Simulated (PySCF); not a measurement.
# CrMe2: EPR parameters at several levels of theory

Aim: compute the EPR parameters of CrMe2 (`[CH3][Cr][CH3]`) at several levels, and see how far they spread and what each costs.

Computed with PySCF 2.14.0, with density-fitted response routines of our own, on a single molecule in the gas phase. Atoms are numbered from 0 throughout.

### 1 Starting geometry

9 atoms, charge 0, multiplicity 5; geometry from: GFN2-xTB. The atoms were then displaced at random by about 0.03 Å, so the start is not that level's minimum.

Bonds of the start (Å): Cr0–C1 2.06, Cr0–C5 2.09, C1–H2 1.10, C1–H3 1.18, C1–H4 1.09, C5–H6 1.07, C5–H7 1.15, C5–H8 1.08.

### 2 Geometry optimisation at PBE0-D3(BJ)/def2-SVP

What the job is given:

```
{"job": {"xc": "PBE0", "basis": "def2-SVP", "d3": "d3bj", "grid": 1, "maxiter": 40, "shake": 0.03, "kind": "geom"}, "charge": 0, "multiplicity": 5}
Cr     0.886430    -0.475980     0.013600
C     -0.025510    -0.002790     1.794460
H     -0.226380     1.061340     2.008750
H      0.819550    -0.361290     2.533180
H     -0.965990    -0.510210     1.985400
C     -0.019500     0.016580    -1.808200
H     -0.959220    -0.452500    -1.992220
H      0.733780    -0.422730    -2.557700
H     -0.110420     1.078150    -2.002920
```

On the command line:

```bash
$ OMP_NUM_THREADS=1 python probes_run.py task.json out
```

One launch serves the whole session: the jobs run in the order shown.

Log:

```text
step   0  E = -1123.72798077  max force = 0.042921
step   1  E = -1123.73444921  max force = 0.002655
step   2  E = -1123.73481221  max force = 0.001421
step   3  E = -1123.73522633  max force = 0.002313
step   4  E = -1123.73537566  max force = 0.001830
step   5  E = -1123.73544675  max force = 0.000757
step   6  E = -1123.73546118  max force = 0.000380
optimisation converged
```

Run time: 43 s. Hardware: 1 thread of Intel Xeon Platinum 8488C, shared host; peak memory 0.38 GiB.

Step by step:

```
step  energy from step 0 (eV)  largest force component (eV/Å)
   0                   0.0000                          2.2071
   1                  -0.1760                          0.1365
   2                  -0.1859                          0.0731
   3                  -0.1972                          0.1189
   4                  -0.2012                          0.0941
   5                  -0.2032                          0.0389
   6                  -0.2036                          0.0195
```

Distances of close pairs at the start and the end, largest changes first:

```
  bond  before (Å)  after (Å)  change (Å)
 C1–H3       1.178      1.107      -0.071
Cr0–C5       2.093      2.030      -0.063
 C5–H7       1.150      1.108      -0.042
 C5–H6       1.066      1.103      +0.036
Cr0–C1       2.056      2.030      -0.026
 C5–H8       1.083      1.103      +0.020
 C1–H4       1.086      1.103      +0.017
 C1–H2       1.104      1.103      -0.001
```

The next job starts from the end point, and lists it.

```
                         at the end point                 value
  point group (found at 0.08 Å tolerance)                    C2
rotational constants (GHz, main isotopes)  16.436, 5.121, 4.110
                        dipole moment (D)                  2.52
                                     ⟨S²⟩                 6.121
```

### 3 g tensor and hyperfine couplings: PBE0/def2-TZVP-core+IGLO-III+pcH-1

What the job is given:

```
{"job": {"kind": "epr"}, "charge": 0, "multiplicity": 5}
Cr     1.000829    -0.527982    -0.003357
C      0.021980    -0.018701     1.701102
H     -0.153742     1.069536     1.738772
H      0.640537    -0.306233     2.573603
H     -0.948660    -0.537648     1.769268
C      0.024044    -0.007025    -1.705339
H     -0.965297    -0.491164    -1.757852
H      0.624112    -0.336092    -2.576446
H     -0.111064     1.085881    -1.765402
```

Level: UKS PBE0, IGLO-III on C, def2-TZVP-core on Cr, pcH-1 on H, non-relativistic, mean-field spin-orbit, GIAO.

Log:

```text
starts in def2-SVP, energy above the lowest (Eh): 0.00000 0.00000 0.00000 0.00000 0.00000
UKS, coarse grid
  cycle   1  E = -1123.56489372  |g| = 2.62e+00
  cycle   2  E = -1119.79999566  |g| = 2.94e+00
  cycle   3  E = -1110.47302623  |g| = 6.28e+00
  cycle   4  E = -1121.76063888  |g| = 2.77e+00
  cycle   5  E = -1122.81315801  |g| = 1.92e+00
  cycle   6  E = -1123.64155151  |g| = 9.28e-01
  cycle   7  E = -1123.84033287  |g| = 5.45e-01
  cycle   8  E = -1123.96826146  |g| = 7.89e-02
  cycle   9  E = -1123.97006001  |g| = 6.44e-02
  cycle  10  E = -1123.97177124  |g| = 1.90e-02
  cycle  11  E = -1123.97190847  |g| = 1.11e-02
  cycle  12  E = -1123.97198114  |g| = 1.39e-03
  cycle  13  E = -1123.97198582  |g| = 5.84e-04
UKS, final grid
  cycle   1  E = -1123.97202162  |g| = 3.62e-04
  cycle   2  E = -1123.97202192  |g| = 2.97e-04
  cycle   3  E = -1123.97202201  |g| = 1.80e-04
  cycle   4  E = -1123.97202208  |g| = 2.27e-04
  cycle   5  E = -1123.97202211  |g| = 6.70e-05
  cycle   6  E = -1123.97202212  |g| = 1.31e-05
E = -1123.97202212 Eh   <S^2> = 6.1101 (exact 6.0000)
g shifts (ppm)      1          2          3
  rmc          -536       -536       -536
  gc             23         45         49
  oz_so      -12729      -4459      -3119
  total      -13242      -4951      -3606
hyperfine (MHz)  atom isotope    a_iso     a_fc   dipolar eigenvalues
    0  53Cr     -26.59     -27.68     -8.86      1.97      6.89
    1   13C     -24.56     -24.61     -2.73      1.25      1.48
    2    1H       7.55       7.54     -4.82     -2.61      7.43
    3    1H       3.66       3.64     -5.24     -2.41      7.66
    4    1H       7.60       7.59     -4.80     -2.60      7.40
    5   13C     -24.62     -24.68     -2.73      1.25      1.48
    6    1H       7.55       7.54     -4.80     -2.59      7.39
    7    1H       3.66       3.65     -5.27     -2.43      7.70
    8    1H       7.58       7.57     -4.80     -2.59      7.39
zero-field splitting (cm-1)  D = -1.1039  E = -0.1668  (spin-spin -0.3420, spin-orbit -0.7618)
```

Run time: 83 s. Hardware: 1 thread of Intel Xeon Platinum 8488C, shared host; peak memory 0.77 GiB.

Principal g values 1.98908, 1.99737, 1.99871; g(iso) = 1.99505, against 2.00232 for a free electron.

Hyperfine couplings; where a row names several nuclei, a(iso) is their mean (it holds for fast rotation or exchange) and the dipolar term the largest among them:

```
                nuclei  isotope  a(iso) (MHz)  a(iso) (G, at g = 2.0023)  largest dipolar term (MHz)
                   Cr0     53Cr         -26.6                       -9.5                        -8.9
                C1, C5      13C         -24.6                       -8.8                        -2.7
H2, H3, H4, H6, H7, H8       1H           6.3                        2.2                         7.7
```

Zero-field splitting: D = -1.104 cm⁻¹ (spin-spin -0.342, spin-orbit -0.762), E = -0.167 cm⁻¹.

Mulliken spin populations:

```
atom  value (e)
 Cr0       4.43
  C1      -0.26
  H2       0.02
  H3       0.01
  H4       0.02
  C5      -0.26
  H6       0.02
  H7       0.01
  H8       0.02
```

Orbitals, density, ELF and potential are computed afterwards from the orbital file.

ELF in a plane through or near 5 of the atoms.

Values, 10 rows by 14 columns:
```
0.00 0.00 0.00 0.00 0.00 0.00 0.07 0.10 0.02 0.00 0.00 0.00 0.00 0.00
0.00 0.00 0.00 0.00 0.00 0.04 0.39 0.48 0.18 0.01 0.00 0.00 0.00 0.00
0.00 0.00 0.04 0.18 0.07 0.02 0.15 0.36 0.02 0.04 0.13 0.11 0.00 0.00
0.00 0.00 0.81 0.98 0.76 0.21 0.68 0.60 0.11 0.41 0.96 0.96 0.15 0.00
0.00 0.02 0.93 1.00 0.94 0.84 0.42 0.75 0.55 0.76 1.00 0.98 0.34 0.00
0.00 0.01 0.21 0.56 0.36 0.16 0.46 0.14 0.73 0.34 0.62 0.39 0.06 0.00
0.00 0.00 0.06 0.21 0.55 0.49 0.12 0.04 0.27 0.59 0.34 0.11 0.01 0.00
0.00 0.00 0.01 0.05 0.08 0.05 0.01 0.00 0.02 0.07 0.07 0.02 0.00 0.00
0.00 0.00 0.00 0.00 0.01 0.00 0.00 0.00 0.00 0.01 0.00 0.00 0.00 0.00
0.00 0.00 0.00 0.00 0.00 0.00 0.00 0.00 0.00 0.00 0.00 0.00 0.00 0.00
```
The map spans 10.4 Å across and 7.4 Å up, centred on the molecule. Atoms in the plane (x, y in Å): Cr0 (0.0, 1.1), C1 (1.7, 0.0), H3 (2.6, 0.7), C5 (-1.7, 0.0), H7 (-2.6, 0.7).

log10 of the density (e/Å³) in the same plane.

Values, 10 rows by 14 columns:
```
-4.0 -4.0 -4.0 -4.0 -3.8 -3.2 -2.7 -2.7 -2.9 -3.4 -4.0 -4.0 -4.0 -4.0
-4.0 -4.0 -3.9 -3.5 -3.0 -2.5 -1.9 -1.8 -2.1 -2.7 -3.3 -3.7 -4.0 -4.0
-4.0 -3.7 -2.8 -2.2 -2.0 -1.8 -0.8 -0.5 -1.4 -1.9 -2.1 -2.5 -3.2 -4.0
-4.0 -3.2 -1.9 -1.0 -0.9 -0.9  0.6  1.1 -0.5 -0.9 -0.9 -1.5 -2.5 -3.6
-4.0 -2.9 -1.4  0.0  0.1  0.0  0.4  0.9 -0.1  0.0  0.3 -0.9 -2.2 -3.3
-4.0 -3.0 -1.7 -0.7  0.2  0.3 -0.7 -0.9 -0.2  0.9 -0.3 -1.3 -2.4 -3.4
-4.0 -3.3 -2.2 -1.3 -0.5 -0.5 -1.4 -1.6 -0.9 -0.4 -0.9 -1.8 -2.8 -3.7
-4.0 -4.0 -2.9 -2.2 -1.8 -1.8 -2.5 -2.6 -2.1 -1.7 -2.0 -2.6 -3.4 -4.0
-4.0 -4.0 -3.7 -3.2 -2.9 -2.9 -3.5 -3.6 -3.2 -2.9 -3.0 -3.5 -4.0 -4.0
-4.0 -4.0 -4.0 -4.0 -4.0 -4.0 -4.0 -4.0 -4.0 -4.0 -4.0 -4.0 -4.0 -4.0
```
The map spans 10.4 Å across and 7.4 Å up, centred on the molecule. Atoms in the plane (x, y in Å): Cr0 (0.0, 1.1), C1 (1.7, 0.0), H3 (2.6, 0.7), C5 (-1.7, 0.0), H7 (-2.6, 0.7).

On the surface of density 0.002 e/bohr³ the electrostatic potential runs, from the 1st to the 99th percentile, from -0.79 to 2.45 V.

The spin density lies nearest to Cr0 90 %.

### 4 EPR parameters: PBE/def2-TZVP-core+IGLO-III+pcH-1

Same as in step 3 but for these lines:

```diff
@@ -1,2 +1,2 @@
-{"job": {"kind": "epr"}, "charge": 0, "multiplicity": 5}
+{"job": {"kind": "epr", "xc": "PBE"}, "charge": 0, "multiplicity": 5}
 Cr     1.000829    -0.527982    -0.003357
```

With the program's defaults for keys left out, this is: UKS PBE, IGLO-III on C, def2-TZVP-core on Cr, pcH-1 on H, non-relativistic, mean-field spin-orbit, GIAO.

Log:

```text
starts in def2-SVP, energy above the lowest (Eh): 0.00000 0.00000 0.00000 0.00000
UKS, coarse grid
  cycle   1  E = -1123.22092504  |g| = 3.55e+00
  cycle   2  E = -1117.33858757  |g| = 3.48e+00
  cycle   3  E = -1103.39454431  |g| = 7.65e+00
  cycle   4  E = -1110.55978153  |g| = 6.13e+00
  cycle   5  E = -1111.46948070  |g| = 5.95e+00
  cycle   6  E = -1111.40160938  |g| = 5.94e+00
  cycle   7  E = -1111.62496938  |g| = 5.93e+00
  cycle   8  E = -1111.62578620  |g| = 5.93e+00
  cycle   9  E = -1111.77392749  |g| = 5.89e+00
  cycle  10  E = -1111.88190477  |g| = 6.00e+00
  cycle  11  E = -1067.79642137  |g| = 6.57e+00
  cycle  12  E = -1099.93802683  |g| = 8.19e+00
  cycle  13  E = -1097.98039164  |g| = 8.18e+00
  cycle  14  E = -1095.03264199  |g| = 8.59e+00
  cycle  15  E = -1094.77856102  |g| = 8.58e+00
  cycle  16  E = -1094.31259979  |g| = 8.68e+00
  cycle  17  E = -1094.17748932  |g| = 8.71e+00
  cycle  18  E = -1089.96368997  |g| = 9.18e+00
  cycle  19  E = -1078.40223849  |g| = 1.12e+01
  cycle  20  E = -1039.05639792  |g| = 6.53e+00
  cycle  21  E = -1067.45855995  |g| = 1.24e+01
  cycle  22  E = -1066.33038496  |g| = 1.25e+01
  cycle  23  E = -1065.95995746  |g| = 1.25e+01
  cycle  24  E = -1065.71751396  |g| = 1.26e+01
  cycle  25  E = -1066.88911831  |g| = 1.24e+01
  cycle  26  E = -1063.10211216  |g| = 1.29e+01
  cycle  27  E = -1045.25383372  |g| = 1.41e+01
  cycle  28  E = -1040.14509162  |g| = 1.44e+01
  cycle  29  E = -1020.29794800  |g| = 8.89e+00
  cycle  30  E = -1080.42776957  |g| = 1.06e+01
  cycle  31  E = -1085.31327657  |g| = 9.83e+00
  cycle  32  E = -1090.27823646  |g| = 9.00e+00
  cycle  33  E = -1095.96139363  |g| = 7.96e+00
  cycle  34  E = -1100.77437805  |g| = 7.19e+00
  cycle  35  E = -1105.29767025  |g| = 6.37e+00
  cycle  36  E = -1114.52165150  |g| = 5.05e+00
  cycle  37  E = -1110.26003668  |g| = 5.63e+00
  cycle  38  E = -1045.64762387  |g| = 7.95e+00
  cycle  39  E = -1106.52900534  |g| = 5.45e+00
  cycle  40  E = -1115.07325156  |g| = 4.95e+00
UKS, final grid
  cycle   1  E = -1123.22101008  |g| = 3.58e+00
  cycle   2  E = -1117.33865113  |g| = 3.48e+00
  cycle   3  E = -1103.20215026  |g| = 7.69e+00
  cycle   4  E = -1110.51896944  |g| = 6.15e+00
  cycle   5  E = -1111.45888458  |g| = 5.95e+00
  cycle   6  E = -1111.39852510  |g| = 5.94e+00
  cycle   7  E = -1111.62741731  |g| = 5.93e+00
  cycle   8  E = -1111.63122193  |g| = 5.93e+00
  cycle   9  E = -1111.75955853  |g| = 5.90e+00
  cycle  10  E = -1111.94472221  |g| = 6.00e+00
  cycle  11  E = -1067.83352293  |g| = 6.52e+00
  cycle  12  E = -1099.54825057  |g| = 8.25e+00
  cycle  13  E = -1097.14642770  |g| = 8.28e+00
  cycle  14  E = -1094.01266347  |g| = 8.76e+00
  cycle  15  E = -1093.36995367  |g| = 8.78e+00
  cycle  16  E = -1093.17514216  |g| = 8.83e+00
  cycle  17  E = -1093.19736483  |g| = 8.84e+00
  cycle  18  E = -1088.91129650  |g| = 9.31e+00
  cycle  19  E = -1075.79911181  |g| = 1.14e+01
  cycle  20  E = -1034.51233254  |g| = 6.99e+00
  cycle  21  E = -1077.43109388  |g| = 1.12e+01
  cycle  22  E = -1076.11201374  |g| = 1.13e+01
  cycle  23  E = -1076.31463676  |g| = 1.13e+01
  cycle  24  E = -1076.25175540  |g| = 1.13e+01
  cycle  25  E = -1076.29845422  |g| = 1.13e+01
  cycle  26  E = -1074.91188408  |g| = 1.15e+01
  cycle  27  E = -1062.97085088  |g| = 1.29e+01
  cycle  28  E = -1058.68615482  |g| = 1.33e+01
  cycle  29  E = -1006.44702477  |g| = 9.16e+00
  cycle  30  E = -1091.74402313  |g| = 8.48e+00
  cycle  31  E = -1099.48066124  |g| = 6.95e+00
  cycle  32  E = -1111.08035194  |g| = 4.74e+00
  cycle  33  E = -1116.31704439  |g| = 3.67e+00
  cycle  34  E = -1085.14637392  |g| = 6.08e+00
  cycle  35  E = -1123.70197399  |g| = 8.33e-01
  cycle  36  E = -1123.11227700  |g| = 1.15e+00
  cycle  37  E = -1123.91637247  |g| = 2.56e-01
  cycle  38  E = -1123.93565916  |g| = 1.65e-01
  cycle  39  E = -1123.94837582  |g| = 3.69e-02
  cycle  40  E = -1123.94913084  |g| = 7.49e-03
  cycle  41  E = -1123.94916792  |g| = 2.26e-03
  cycle  42  E = -1123.94917021  |g| = 9.70e-04
  cycle  43  E = -1123.94917069  |g| = 1.65e-04
  cycle  44  E = -1123.94917070  |g| = 1.21e-04
  cycle  45  E = -1123.94917071  |g| = 6.42e-05
  cycle  46  E = -1123.94917071  |g| = 1.02e-05
E = -1123.94917071 Eh   <S^2> = 6.0811 (exact 6.0000)
g shifts (ppm)      1          2          3
  rmc          -518       -518       -518
  gc             25         42         48
  oz_so       -8457      -3884      -2356
  total       -8950      -4359      -2826
hyperfine (MHz)  atom isotope    a_iso     a_fc   dipolar eigenvalues
    0  53Cr     -35.35     -36.32     -8.98      1.30      7.68
    1   13C     -18.80     -18.85     -2.10      0.91      1.19
    2    1H       7.69       7.68     -4.58     -2.73      7.32
    3    1H       3.59       3.57     -4.97     -2.53      7.50
    4    1H       7.79       7.78     -4.56     -2.72      7.28
    5   13C     -18.86     -18.91     -2.11      0.92      1.19
    6    1H       7.70       7.69     -4.56     -2.72      7.27
    7    1H       3.59       3.57     -5.00     -2.55      7.55
    8    1H       7.76       7.75     -4.55     -2.72      7.28
zero-field splitting (cm-1)  D = -0.9383  E = -0.1966  (spin-spin -0.3154, spin-orbit -0.6229)
```

It took 68 s on 1 thread of Intel Xeon Platinum 8488C, shared host; peak memory 0.86 GiB.

Key values: g(iso) 1.99694.

### 5 EPR parameters: B3LYP/def2-TZVP-core+IGLO-III+pcH-1

Same as in step 4 but for these lines:

```diff
@@ -1,2 +1,2 @@
-{"job": {"kind": "epr", "xc": "PBE"}, "charge": 0, "multiplicity": 5}
+{"job": {"kind": "epr", "xc": "B3LYP"}, "charge": 0, "multiplicity": 5}
 Cr     1.000829    -0.527982    -0.003357
```

With the program's defaults for keys left out, this is: UKS B3LYP, IGLO-III on C, def2-TZVP-core on Cr, pcH-1 on H, non-relativistic, mean-field spin-orbit, GIAO.

Log:

```text
starts in def2-SVP, energy above the lowest (Eh): 0.00000 0.00000 0.00000 0.00000 0.00000
UKS, coarse grid
  cycle   1  E = -1123.86485869  |g| = 2.85e+00
  cycle   2  E = -1119.29788338  |g| = 3.06e+00
  cycle   3  E = -1108.86227516  |g| = 6.68e+00
  cycle   4  E = -1114.58549921  |g| = 5.51e+00
  cycle   5  E = -1115.19623456  |g| = 5.41e+00
  cycle   6  E = -1115.27945586  |g| = 5.41e+00
  cycle   7  E = -1115.03374348  |g| = 5.45e+00
  cycle   8  E = -1114.19001418  |g| = 5.58e+00
  cycle   9  E = -1114.19869059  |g| = 5.58e+00
  cycle  10  E = -1112.21879190  |g| = 5.91e+00
  cycle  11  E = -1098.40387213  |g| = 7.48e+00
  cycle  12  E = -1123.49464043  |g| = 1.36e+00
  cycle  13  E = -1123.72977389  |g| = 1.15e+00
  cycle  14  E = -1124.30755127  |g| = 1.39e-01
  cycle  15  E = -1124.30410523  |g| = 1.93e-01
  cycle  16  E = -1124.31900725  |g| = 7.34e-02
  cycle  17  E = -1124.32127183  |g| = 2.87e-02
  cycle  18  E = -1124.32161999  |g| = 1.28e-02
  cycle  19  E = -1124.32172128  |g| = 1.44e-03
  cycle  20  E = -1124.32172323  |g| = 9.29e-04
UKS, final grid
  cycle   1  E = -1124.32174673  |g| = 1.37e-03
  cycle   2  E = -1124.32174312  |g| = 3.90e-03
  cycle   3  E = -1124.32174771  |g| = 2.23e-04
  cycle   4  E = -1124.32174780  |g| = 1.78e-04
  cycle   5  E = -1124.32174787  |g| = 9.57e-05
  cycle   6  E = -1124.32174788  |g| = 1.26e-05
E = -1124.32174788 Eh   <S^2> = 6.0897 (exact 6.0000)
g shifts (ppm)      1          2          3
  rmc          -538       -538       -538
  gc             25         45         50
  oz_so      -12057      -4550      -3077
  total      -12571      -5042      -3565
hyperfine (MHz)  atom isotope    a_iso     a_fc   dipolar eigenvalues
    0  53Cr     -32.89     -33.99     -9.34      1.83      7.51
    1   13C     -21.59     -21.64     -2.23      0.99      1.23
    2    1H       7.96       7.95     -4.66     -2.76      7.42
    3    1H       3.93       3.91     -5.05     -2.58      7.63
    4    1H       8.03       8.02     -4.64     -2.75      7.39
    5   13C     -21.65     -21.70     -2.23      1.00      1.23
    6    1H       7.96       7.95     -4.63     -2.74      7.37
    7    1H       3.94       3.92     -5.07     -2.59      7.67
    8    1H       8.00       7.99     -4.63     -2.75      7.38
zero-field splitting (cm-1)  D = -1.1270  E = -0.1787  (spin-spin -0.3387, spin-orbit -0.7883)
```

It took 84 s on 1 thread of Intel Xeon Platinum 8488C, shared host; peak memory 0.84 GiB.

This run: g(iso) 1.99526.

### 6 EPR parameters: BHandHLYP/def2-TZVP-core+IGLO-III+pcH-1

Same as in step 5 but for these lines:

```diff
@@ -1,2 +1,2 @@
-{"job": {"kind": "epr", "xc": "B3LYP"}, "charge": 0, "multiplicity": 5}
+{"job": {"kind": "epr", "xc": "BHandHLYP"}, "charge": 0, "multiplicity": 5}
 Cr     1.000829    -0.527982    -0.003357
```

Method: UKS BHandHLYP, IGLO-III on C, def2-TZVP-core on Cr, pcH-1 on H, non-relativistic, mean-field spin-orbit, GIAO.

Log:

```text
starts in def2-SVP, energy above the lowest (Eh): 0.00000 0.00000 0.00000 0.00000
UKS, coarse grid
  cycle   1  E = -1123.90296716  |g| = 2.27e+00
  cycle   2  E = -1123.57108632  |g| = 1.56e+00
  cycle   3  E = -1123.76255982  |g| = 1.24e+00
  cycle   4  E = -1124.17883934  |g| = 1.33e-01
  cycle   5  E = -1124.18510877  |g| = 6.94e-02
  cycle   6  E = -1124.18774344  |g| = 1.13e-02
  cycle   7  E = -1124.18795835  |g| = 4.92e-03
  cycle   8  E = -1124.18803724  |g| = 2.14e-03
  cycle   9  E = -1124.18805671  |g| = 1.21e-03
  cycle  10  E = -1124.18806058  |g| = 8.28e-04
UKS, final grid
  cycle   1  E = -1124.18807534  |g| = 7.27e-04
  cycle   2  E = -1124.18807595  |g| = 8.86e-04
  cycle   3  E = -1124.18807634  |g| = 2.90e-04
  cycle   4  E = -1124.18807670  |g| = 3.11e-04
  cycle   5  E = -1124.18807693  |g| = 3.63e-05
  cycle   6  E = -1124.18807694  |g| = 2.32e-05
E = -1124.18807694 Eh   <S^2> = 6.0832 (exact 6.0000)
g shifts (ppm)      1          2          3
  rmc          -554       -554       -554
  gc             23         50         51
  oz_so      -18944      -5565      -4362
  total      -19474      -6069      -4865
hyperfine (MHz)  atom isotope    a_iso     a_fc   dipolar eigenvalues
    0  53Cr     -20.07     -21.42     -9.61      3.10      6.51
    1   13C     -24.25     -24.30     -1.67      0.73      0.93
    2    1H       7.99       7.98     -4.68     -2.87      7.55
    3    1H       4.45       4.43     -5.05     -2.69      7.74
    4    1H       8.03       8.02     -4.66     -2.86      7.51
    5   13C     -24.28     -24.33     -1.67      0.74      0.93
    6    1H       7.98       7.97     -4.65     -2.85      7.50
    7    1H       4.48       4.46     -5.07     -2.71      7.78
    8    1H       8.02       8.00     -4.65     -2.85      7.51
zero-field splitting (cm-1)  D = -1.4097  E = -0.1417  (spin-spin -0.3684, spin-orbit -1.0412)
```

Run time: 79 s. Hardware: 1 thread of Intel Xeon Platinum 8488C, shared host; peak memory 0.84 GiB.

In short: g(iso) 1.99218.

### 7 Run by run: EPR parameters

g, ⟨S²⟩ and isotropic hyperfine couplings (MHz), with basis size and wall time:

```
                                    run   g(iso)   ⟨S²⟩  53Cr Cr0  13C C1 (mean)  1H H2 (mean)  functions  time
     PBE0/def2-TZVP-core+IGLO-III+pcH-1  1.99505  6.110     -26.6          -24.6           6.3        210  83 s
      PBE/def2-TZVP-core+IGLO-III+pcH-1  1.99694  6.081     -35.4          -18.8           6.4        210  68 s
    B3LYP/def2-TZVP-core+IGLO-III+pcH-1  1.99526  6.090     -32.9          -21.6           6.6        210  84 s
BHandHLYP/def2-TZVP-core+IGLO-III+pcH-1  1.99218  6.083     -20.1          -24.3           6.8        210  79 s
```

### 8 Outcome

| quantity | value |
| --- | --- |
| point group | C2 |
| rotational constants (main isotopes) | 16.44, 5.12, 4.11 GHz |
| D, E (PBE0) | -1.104, -0.167 cm⁻¹ |
| g(iso) (PBE0) | 1.99505 |
| ⟨S²⟩ | 6.110 (exact 6.00) |
| largest a(iso) (averaged by class) | 53Cr on Cr0, -26.6 MHz |
| surface potential, 1st and 99th percentile | -0.79 V and 2.45 V |

**Reading.** Single values in the summary come from the first run of each kind that ended normally (PBE0/def2-TZVP-core+IGLO-III+pcH-1), which need not be the best level. The start was shaken at random, so part of the energy gained undoes that. Over 6 steps the energy fell by 0.204 eV; of the close pairs, C1–H3 changed most, 1.178 to 1.107 Å. Most of the unpaired spin sits on Cr0 (4.43 e). The isotropic g lies 7.3 ppt below the free-electron value. DFT tends to give too small g shifts for metal centres. The coupling of 53Cr on Cr0 runs from -35.4 (PBE/def2-TZVP-core+IGLO-III+pcH-1) to -20.1 MHz (BHandHLYP/def2-TZVP-core+IGLO-III+pcH-1).
